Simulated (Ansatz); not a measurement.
# SrMgBiO2: from the start to rest, part 2 of 2

The start is SrMgBiO2, a known structure type filled with other elements, at an estimated volume. Where does it settle when we relax cell and atoms, and what is it like there?

Ansatz 0.2.0; DFT, PBE, no spin polarisation, plane waves, PAW. Relaxing cell and atoms. Earlier steps stand in the parts before.

### Step 7. What came out

What follows sums up all 2 parts.

| quantity | value |
| --- | --- |
| moves | 12 |
| energy gained | 438.0 meV/atom |
| largest move | 0.20 Å (Sr) |
| space group (0.01 Å), before / after | Cmcm / Cmcm |
| cell | a = 5.905 Å, b = 7.816 Å, c = 5.848 Å, α = 90.00°, β = 90.00°, γ = 67.81° |
| volume | 24.99 Å³/atom (+41.0 %) |
| pressure at the end | -0.01 GPa |
| formation energy (elements from separate runs) | -1.18 eV/atom |
| character | metal |
| density of states, mean within 0.25 eV of the Fermi level | 3.7 per eV per cell |
| Bader charges | Mg -0.26, O -1.27, Sr +1.45, Bi +1.36 e |

What this shows: The volume grew by 41.0 %, and the largest move of an atom is 0.20 Å apart from the change of the cell; the energy fell by 438.0 meV per atom. The run held to 8 symmetry operations, so a lower structure without them is not ruled out. By a distance rule the end structure falls into sheets, and the functional has no dispersion term: where only weak forces hold such sheets, the spacing at the end is too wide to trust. Bands cross the Fermi level: a metal; within 0.25 eV of the Fermi level the density of states averages 3.7 per eV per cell. Against the elements' reference phases (Mg hcp, O2 molecule, Sr fcc, Bi A7 rhombohedral; separate runs with the same functional) the formation energy is -1.18 eV per atom, so it holds against falling apart into elements. By Bader's partition Sr gives up most (+1.45 e) and O takes most (-1.27 e).
